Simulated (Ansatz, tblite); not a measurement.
# The cluster Ga₄H₄O₈: one state, many levels

Aim: run the singlet of the cluster Ga₄H₄O₈ at one geometry on many levels, and compare frontier levels, spin and run time.

Method: as each input shows; program: Ansatz 0.2.0, Gaussian basis.

The runs, in order: GFN1-xTB, GFN2-xTB, PBE-D4/def2-TZVP, r2SCAN-D4/def2-TZVP, PBE-D4/def2-SVP, PBE0-D4/def2-SVP, HF/STO-3G, HF/6-31G, B3LYP-D4/6-31G, MP2/def2-SVP, RPA/def2-SVP.

3 further runs of the same task are left out: 3 that didn't finish. Runs told in other sessions of the task aren't counted.

## 1. The relaxed structure

The geometry is that of the singlet, from an earlier relaxation (PBE-D4/def2-SVP). At that level it is the lowest of the isomers that a small search found.

16 atoms, charge 0, spin multiplicity 1.

Bond lengths: Ga1–O6 1.964 Å, Ga1–O7 1.964 Å, Ga1–O9 1.807 Å, Ga1–O12 1.805 Å, Ga2–O11 1.810 Å, Ga2–O12 1.811 Å, Ga2–H15 1.553 Å, Ga3–O5 1.789 Å, Ga3–O9 1.813 Å, Ga3–O11 1.798 Å, Ga4–O6 1.922 Å, Ga4–O7 1.921 Å, Ga4–O8 1.815 Å, Ga4–O10 1.815 Å, O5–H14 0.976 Å, O6–H13 0.975 Å, O7–H16 0.974 Å. Angles: O6–Ga1–O7 79.3°, O6–Ga1–O9 115.0°, O6–Ga1–O12 108.2°, O7–Ga1–O9 108.2°, O7–Ga1–O12 115.2°, O9–Ga1–O12 122.9°, O11–Ga2–O12 115.5°, O11–Ga2–H15 122.1°, O12–Ga2–H15 122.4°, O5–Ga3–O9 120.1°, O5–Ga3–O11 120.1°, O9–Ga3–O11 119.7°, O6–Ga4–O7 81.4°, O6–Ga4–O8 131.4°, O6–Ga4–O10 133.8°, O7–Ga4–O8 133.9°, O7–Ga4–O10 131.1°, O8–Ga4–O10 53.9° and more.

PBE0-D4/def2-TZVP was run before; its log isn't repeated, and its numbers join the tables.

## 2. GFN1-xTB

Tight binding, by tblite at 300 K electronic temperature and without a spin-polarisation term:

```python
tblite.interface.Calculator('GFN1-xTB', numbers, positions, charge=0, uhf=0).singlepoint()
```

Energy -1229.2665 eV, HOMO -11.58 eV, LUMO -6.91 eV; 0.026 s.

## 3. GFN2-xTB

Tight binding, by tblite at 300 K electronic temperature and without a spin-polarisation term:

```python
tblite.interface.Calculator('GFN2-xTB', numbers, positions, charge=0, uhf=0).singlepoint()
```

Energy -1077.3966 eV, HOMO -12.50 eV, LUMO -10.09 eV; 0.024 s.

## 4. PBE-D4/def2-TZVP

start.molden holds the orbitals of an earlier run on this state, given as this run's starting guess.

The input, in.yaml:

```yaml
crystal:
  periodic: [false, false, false]
  atoms:
    - {symbol: Ga, position_ang: [-0.254157, 0.099371, -0.031829]}
    - {symbol: Ga, position_ang: [-0.964964, -2.525413, -1.612465]}
    - {symbol: Ga, position_ang: [1.928307, -2.052444, -0.355741]}
    - {symbol: Ga, position_ang: [-1.135873, 2.748720, 0.976298]}
    - {symbol: O, position_ang: [3.582226, -2.673453, -0.075145]}
    - {symbol: O, position_ang: [-1.172673, 0.902205, 1.506822]}
    - {symbol: O, position_ang: [-0.225128, 1.996296, -0.538271]}
    - {symbol: O, position_ang: [-2.352525, 4.080092, 1.180358]}
    - {symbol: O, position_ang: [1.445711, -0.426176, 0.283802]}
    - {symbol: O, position_ang: [-0.877990, 4.306869, 1.870378]}
    - {symbol: O, position_ang: [0.742824, -3.031382, -1.288683]}
    - {symbol: O, position_ang: [-1.444033, -0.917103, -0.930353]}
    - {symbol: H, position_ang: [-1.990067, 0.514682, 1.871177]}
    - {symbol: H, position_ang: [4.092866, -2.031138, 0.453667]}
    - {symbol: H, position_ang: [-1.951070, -3.414342, -2.418958]}
    - {symbol: H, position_ang: [0.576576, 2.423227, -0.891047]}
basis:
  gaussian: {orbitals: def2-TZVP, initial_orbitals: start.molden}
hamiltonian: {xc: pbe, dispersion: d4}
scf: {omitted_lower_state_checks: [starts]}
output: {orbitals: {seedname: orbitals}}
```

On the command line:

```console
$ ansatz run in.yaml --threads 4 --pin off --events-out ev --progress --plain --max-ram 6963MiB
```

Standard output:

```text
Functional definition: PBE
  name "PBE"
  cite "Perdew, Burke & Ernzerhof, Phys. Rev. Lett. 77, 3865 (1996) doi:10.1103/PhysRevLett.77.3865"
  parent pbe
  parameter kappa = 0.804
  parameter beta = 0.06672455060314922
  exchange = pbe_x(kappa = kappa, mu = beta*pi^2/3)
  correlation = pbe_c(beta = beta)
these checks for a lower state are left out or cut short: starts
2856 factors; their error is unknown
mean field evaluation 1: about -225917.7421 eV, gradient 2.1e1 eV
mean field evaluation 2: about -225918.2601 eV, gradient 5.9e-1 eV
mean field evaluation 4: about -225918.2097 eV, gradient 3.5e-1 eV
mean field evaluation 8: about -225918.2098 eV, gradient 1.0e-5 eV
mean field -225918.20983753 eV, -8302.3410786664 hartree, gradient 1.0e-5 eV, S^2 0.000000; 0 other end points of the search recorded, 0 dependent functions left out
reference -225918.20990547 eV, -8302.3410811632 hartree; 96, 96 occupied and 368, 368 virtual orbitals, 2856 factors
Total energy: -225918.84895286 eV, -8302.3645657217 hartree
Checks for a lower state left out: starts
```

Run time: 23 s. Hardware: 4 threads of Arm Neoverse N1, shared host; peak memory 1.4 GiB.

HOMO -4.85 eV, LUMO -3.04 eV.

## 5. r2SCAN-D4/def2-TZVP

in.yaml: that of step 4 with these lines changed.

```diff
@@ -21,3 +21,3 @@
   gaussian: {orbitals: def2-TZVP, initial_orbitals: start.molden}
-hamiltonian: {xc: pbe, dispersion: d4}
+hamiltonian: {xc: r2scan, dispersion: d4}
 scf: {omitted_lower_state_checks: [starts]}
```

Launched as before.

Standard output:

```text
Functional definition: r2SCAN
  name "r2SCAN"
  cite "Furness, Kaplan, Ning, Perdew & Sun, J. Phys. Chem. Lett. 11, 8208 (2020) doi:10.1021/acs.jpclett.0c02405"
  cite "Furness, Kaplan, Ning, Perdew & Sun, J. Phys. Chem. Lett. 11, 9248 (2020) doi:10.1021/acs.jpclett.0c03077"
  parent r2scan
  parameter k0 = 0.174
  parameter k1 = 0.065
  parameter a1 = 4.9479
  exchange = r2scan_x(k0 = k0, k1 = k1, a1 = a1)
  correlation = r2scan_c
these checks for a lower state are left out or cut short: starts
2856 factors; their error is unknown
mean field evaluation 1: about -225958.1051 eV, gradient 1.2e1 eV
mean field evaluation 2: about -225958.2274 eV, gradient 1.8e-1 eV
mean field evaluation 4: about -225958.1609 eV, gradient 5.5e-4 eV
mean field -225958.16093721 eV, -8303.8092544999 hartree, gradient 2.2e-5 eV, S^2 0.000000; 0 other end points of the search recorded, 0 dependent functions left out
reference -225958.16095762 eV, -8303.8092552502 hartree; 96, 96 occupied and 368, 368 virtual orbitals, 2856 factors
Total energy: -225958.32284167 eV, -8303.8152043790 hartree
Checks for a lower state left out: starts
```

Run time: 46 s. Hardware: 4 threads of Arm Neoverse N1, shared host; peak memory 1.5 GiB.

Report: HOMO -5.19 eV, LUMO -2.76 eV.

## 6. PBE-D4/def2-SVP

in.yaml: that of step 5 with these lines changed.

```diff
@@ -20,4 +20,4 @@
 basis:
-  gaussian: {orbitals: def2-TZVP, initial_orbitals: start.molden}
-hamiltonian: {xc: r2scan, dispersion: d4}
+  gaussian: {orbitals: def2-SVP, initial_orbitals: start.molden}
+hamiltonian: {xc: pbe, dispersion: d4}
 scf: {omitted_lower_state_checks: [starts]}
```

Launched as before.

Standard output:

```text
Functional definition: PBE
  name "PBE"
  cite "Perdew, Burke & Ernzerhof, Phys. Rev. Lett. 77, 3865 (1996) doi:10.1103/PhysRevLett.77.3865"
  parent pbe
  parameter kappa = 0.804
  parameter beta = 0.06672455060314922
  exchange = pbe_x(kappa = kappa, mu = beta*pi^2/3)
  correlation = pbe_c(beta = beta)
these checks for a lower state are left out or cut short: starts
2796 factors; their error is unknown
mean field evaluation 1: about -225870.1795 eV, gradient 2.0e1 eV
mean field evaluation 2: about -225871.1538 eV, gradient 7.3e-1 eV
mean field evaluation 4: about -225871.0362 eV, gradient 6.8e-2 eV
mean field -225871.03618337 eV, -8300.6074788516 hartree, gradient 2.1e-5 eV, S^2 0.000000; 0 other end points of the search recorded, 0 dependent functions left out
reference -225871.03625043 eV, -8300.6074813161 hartree; 96, 96 occupied and 164, 164 virtual orbitals, 2796 factors
Total energy: -225871.67529782 eV, -8300.6309658746 hartree
Checks for a lower state left out: starts
```

Wall time 9.5 s (4 threads of Arm Neoverse N1, shared host).

From the report: HOMO -4.52 eV, LUMO -2.87 eV.

## 7. PBE0-D4/def2-SVP

in.yaml: that of step 6 with these lines changed.

```diff
@@ -21,3 +21,3 @@
   gaussian: {orbitals: def2-SVP, initial_orbitals: start.molden}
-hamiltonian: {xc: pbe, dispersion: d4}
+hamiltonian: {xc: pbe0, dispersion: d4}
 scf: {omitted_lower_state_checks: [starts]}
```

Same command.

Standard output:

```text
Functional definition: PBE0
  name "PBE0"
  cite "Adamo & Barone, J. Chem. Phys. 110, 6158 (1999) doi:10.1063/1.478522"
  cite "Perdew, Burke & Ernzerhof, Phys. Rev. Lett. 77, 3865 (1996) doi:10.1103/PhysRevLett.77.3865"
  parent pbe
  parameter a = 0.25
  parameter kappa = 0.804
  parameter beta = 0.06672455060314922
  exchange = (1 - a)*pbe_x(kappa = kappa, mu = beta*pi^2/3) + a*exact_x
  correlation = pbe_c(beta = beta)
these checks for a lower state are left out or cut short: starts
2502 factors; integrals over basis functions are off by at most 9.6e-4 eV
mean field evaluation 1: about -225873.7492 eV, gradient 1.5e1 eV
mean field evaluation 2: about -225874.2123 eV, gradient 3.2e-1 eV
mean field evaluation 4: about -225874.3762 eV, gradient 1.0e-3 eV
mean field -225874.37616022 eV, -8300.7302207370 hartree, gradient 2.0e-5 eV, S^2 0.000000; 0 other end points of the search recorded, 0 dependent functions left out
reference -225874.37621069 eV, -8300.7302225916 hartree; 96, 96 occupied and 164, 164 virtual orbitals, 2502 factors
Total energy: -225874.93234614 eV, -8300.7506601927 hartree
Checks for a lower state left out: starts
```

Wall time 24 s (4 threads of Arm Neoverse N1, shared host); peak memory 1.2 GiB.

From the report: HOMO -6.36 eV, LUMO -2.03 eV.

## 8. HF/STO-3G

in.yaml: that of step 7 with these lines changed.

```diff
@@ -20,4 +20,4 @@
 basis:
-  gaussian: {orbitals: def2-SVP, initial_orbitals: start.molden}
-hamiltonian: {xc: pbe0, dispersion: d4}
+  gaussian: {orbitals: STO-3G}
+hamiltonian: {xc: hf}
 scf: {omitted_lower_state_checks: [starts]}
```

Same command.

Standard output:

```text
Functional definition: HF
  name "HF"
  cite "Fock, Z. Phys. 61, 126 (1930) doi:10.1007/BF01340294"
  parent pbe
  exchange = exact_x
  correlation = 0
these checks for a lower state are left out or cut short: starts
1415 factors; integrals over basis functions are off by at most 7.9e-5 eV
mean field evaluation 1: about -223032.9385 eV, gradient 5.5e1 eV
mean field evaluation 2: about -223033.2788 eV, gradient 5.5e1 eV
mean field evaluation 4: about -223045.9222 eV, gradient 4.9e0 eV
mean field evaluation 8: about -223046.1106 eV, gradient 1.9e-1 eV
mean field -223046.10256452 eV, -8196.7930831677 hartree, gradient 1.6e-5 eV, S^2 0.000000; 0 other end points of the search recorded, 0 dependent functions left out
reference -223046.10256452 eV, -8196.7930831677 hartree; 96, 96 occupied and 20, 20 virtual orbitals, 1415 factors
Total energy: -223046.10256452 eV, -8196.7930831677 hartree
Checks for a lower state left out: starts
```

Run time: 8 s. Hardware: 4 threads of Arm Neoverse N1, shared host.

Report: HOMO -6.52 eV, LUMO 5.73 eV.

## 9. HF/6-31G

in.yaml: that of step 8 with these lines changed.

```diff
@@ -20,3 +20,3 @@
 basis:
-  gaussian: {orbitals: STO-3G}
+  gaussian: {orbitals: 6-31G}
 hamiltonian: {xc: hf}
```

Launched as before.

Standard output:

```text
Functional definition: HF
  name "HF"
  cite "Fock, Z. Phys. 61, 126 (1930) doi:10.1007/BF01340294"
  parent pbe
  exchange = exact_x
  correlation = 0
these checks for a lower state are left out or cut short: starts
1765 factors; integrals over basis functions are off by at most 4.6e-4 eV
mean field evaluation 1: about -225650.0525 eV, gradient 8.3e1 eV
mean field evaluation 2: about -225650.3497 eV, gradient 8.4e1 eV
mean field evaluation 4: about -225663.7937 eV, gradient 5.4e0 eV
mean field evaluation 8: about -225663.8904 eV, gradient 5.1e-1 eV
mean field -225663.89261772 eV, -8292.9950932209 hartree, gradient 6.8e-5 eV, S^2 0.000000; 0 other end points of the search recorded, 0 dependent functions left out
reference -225663.89261772 eV, -8292.9950932209 hartree; 96, 96 occupied and 100, 100 virtual orbitals, 1765 factors
Total energy: -225663.89261772 eV, -8292.9950932209 hartree
Checks for a lower state left out: starts
```

Wall time 10 s (4 threads of Arm Neoverse N1, shared host).

HOMO -11.32 eV, LUMO 0.52 eV.

## 10. B3LYP-D4/6-31G

in.yaml: that of step 9 with these lines changed.

```diff
@@ -21,3 +21,3 @@
   gaussian: {orbitals: 6-31G}
-hamiltonian: {xc: hf}
+hamiltonian: {xc: {name: B3LYP}, dispersion: d4}
 scf: {omitted_lower_state_checks: [starts]}
```

The command is unchanged.

Standard output, cut to the lines that bear on the results:

```text
Functional definition: B3LYP
  name "B3LYP"
  cite "Stephens, Devlin, Chabalowski & Frisch, J. Phys. Chem. 98, 11623 (1994) doi:10.1021/j100096a001"
  cite "Becke, Phys. Rev. A 38, 3098 (1988) doi:10.1103/PhysRevA.38.3098"
  cite "Lee, Yang & Parr, Phys. Rev. B 37, 785 (1988) doi:10.1103/PhysRevB.37.785"
  cite "Vosko, Wilk & Nusair, Can. J. Phys. 58, 1200 (1980) doi:10.1139/p80-159"
[...]
1765 factors; integrals over basis functions are off by at most 4.6e-4 eV
[...]
mean field -225924.14263619 eV, -8302.5591049961 hartree, gradient 4.3e-5 eV, S^2 0.000000; 0 other end points of the search recorded, 0 dependent functions left out
reference -225924.14306540 eV, -8302.5591207690 hartree; 96, 96 occupied and 100, 100 virtual orbitals, 1765 factors
Total energy: -225925.17639939 eV, -8302.5970950930 hartree
Checks for a lower state left out: starts
```

Wall time 17 s (4 threads of Arm Neoverse N1, shared host); peak memory 0.87 GiB.

From the report: HOMO -6.20 eV, LUMO -2.79 eV.

## 11. MP2/def2-SVP

in.yaml: that of step 10 with these lines changed.

```diff
@@ -20,4 +20,4 @@
 basis:
-  gaussian: {orbitals: 6-31G}
-hamiltonian: {xc: {name: B3LYP}, dispersion: d4}
+  gaussian: {orbitals: def2-SVP, initial_orbitals: start.molden}
+correlation: {method: mp2}
 scf: {omitted_lower_state_checks: [starts]}
```

The command is unchanged.

Standard output, cut to the lines that bear on the results:

```text
Functional definition: HF
  name "HF"
  cite "Fock, Z. Phys. 61, 126 (1930) doi:10.1007/BF01340294"
  parent pbe
[...]
2502 factors; integrals over basis functions are off by at most 9.6e-4 eV
[...]
mean field -225662.63218360 eV, -8292.9487731215 hartree, gradient 1.8e-6 eV, S^2 0.000000; 0 other end points of the search recorded, 0 dependent functions left out; unrestricted orbitals would lower it
44 core orbitals not correlated: weight in the atoms' cores, before any rotation towards them, 1.000 or more for the frozen orbitals, at most 0.000 for the correlated occupied ones
reference -225662.63218360 eV, -8292.9487731215 hartree; 52, 52 occupied and 164, 164 virtual orbitals, 2502 factors
second order -64.10739235 eV of doubles, -0.00000000 eV of singles
Total energy: -225726.73957595 eV, -8295.3046763368 hartree
Checks for a lower state left out: starts
```

Wall time 57 s (4 threads of Arm Neoverse N1, shared host); peak memory 1.5 GiB.

Report: Hartree-Fock HOMO -11.04 eV, LUMO 1.15 eV. Doubts: restricted state is unstable towards broken spin symmetry.

## 12. RPA/def2-SVP

in.yaml: that of step 11 with these lines changed.

```diff
@@ -21,4 +21,4 @@
   gaussian: {orbitals: def2-SVP, initial_orbitals: start.molden}
-correlation: {method: mp2}
+hamiltonian: {xc: pbe}
+correlation: {method: rpa}
 scf: {omitted_lower_state_checks: [starts]}
-output: {orbitals: {seedname: orbitals}}
```

Launched as before.

Standard output, cut to the lines that bear on the results:

```text
Functional definition: PBE
  name "PBE"
  cite "Perdew, Burke & Ernzerhof, Phys. Rev. Lett. 77, 3865 (1996) doi:10.1103/PhysRevLett.77.3865"
  parent pbe
[...]
2502 factors; integrals over basis functions are off by at most 9.6e-4 eV
[...]
mean field -225871.03614759 eV, -8300.6074775367 hartree, gradient 1.9e-6 eV, S^2 0.000000; 0 other end points of the search recorded, 0 dependent functions left out
44 core orbitals not correlated: weight in the atoms' cores, before any rotation towards them, 1.000 or more for the frozen orbitals, at most 0.000 for the correlated occupied ones
reference -225656.69579607 eV, -8292.7306149036 hartree; 52, 52 occupied and 164, 164 virtual orbitals, 2502 factors
Total energy: -225748.80101236 eV, -8296.1154191710 hartree
Checks for a lower state left out: starts
```

Wall time 29 s (4 threads of Arm Neoverse N1, shared host); peak memory 0.94 GiB.

## 13. Comparison

| level | functions | HOMO (eV) | LUMO (eV) | gap (eV) | time |
| --- | --- | --- | --- | --- | --- |
| HF/STO-3G | 116 | -6.52 | 5.73 | 12.26 | 8 s |
| HF/6-31G | 196 | -11.32 | 0.52 | 11.84 | 10 s |
| PBE-D4/def2-SVP | 260 | -4.52 | -2.87 | 1.65 | 9.5 s |
| PBE-D4/def2-TZVP | 464 | -4.85 | -3.04 | 1.81 | 23 s |
| r2SCAN-D4/def2-TZVP | 464 | -5.19 | -2.76 | 2.42 | 46 s |
| B3LYP-D4/6-31G | 196 | -6.20 | -2.79 | 3.41 | 17 s |
| PBE0-D4/def2-SVP | 260 | -6.36 | -2.03 | 4.33 | 24 s |
| PBE0-D4/def2-TZVP | 464 | -6.58 | -2.17 | 4.42 | 98 s |

Energy pieces by basis (eV):

| basis | HF | MP2 correlation | total |
| --- | --- | --- | --- |
| def2-SVP | -225662.6322 | -64.1074 | -225726.7396 (MP2) |

## 14. Binding energy

Free atoms were run apart at each level; binding is atoms less cluster, divided by the number of atoms, without zero-point or spin-orbit terms.

| level | binding an atom (eV) |
| --- | --- |
| HF/6-31G | 2.002 |
| HF/def2-SVP | 2.201 |
| PBE-D4/def2-SVP | 3.822 |
| PBE-D4/def2-TZVP | 3.789 |
| r2SCAN-D4/def2-TZVP | 3.721 |
| B3LYP-D4/6-31G | 3.548 |
| PBE0-D4/def2-SVP | 3.620 |
| PBE0-D4/def2-TZVP | 3.603 |
| MP2/def2-SVP | 3.651 |

## 15. Summary of results

| quantity | value |
| --- | --- |
| gap in def2-TZVP, named functionals, smallest and largest | 1.81 eV (PBE-D4), 4.42 eV (PBE0-D4) |
| correlation energy, MP2/def2-SVP | -64.11 eV |
| binding an atom, functionals in def2-TZVP | 3.60 (PBE0-D4) to 3.79 eV (PBE-D4) |
| PBE0 total energy, smallest basis above largest | 47.06 eV (def2-SVP, def2-TZVP) |

Over the named functionals in def2-TZVP the gap runs from 1.81 eV (PBE-D4) to 4.42 eV (PBE0-D4); exact exchange widens it.

The slowest run with a step of its own, MP2/def2-SVP, took 57 s; the quickest functional in def2-TZVP took 23 s (shared host).
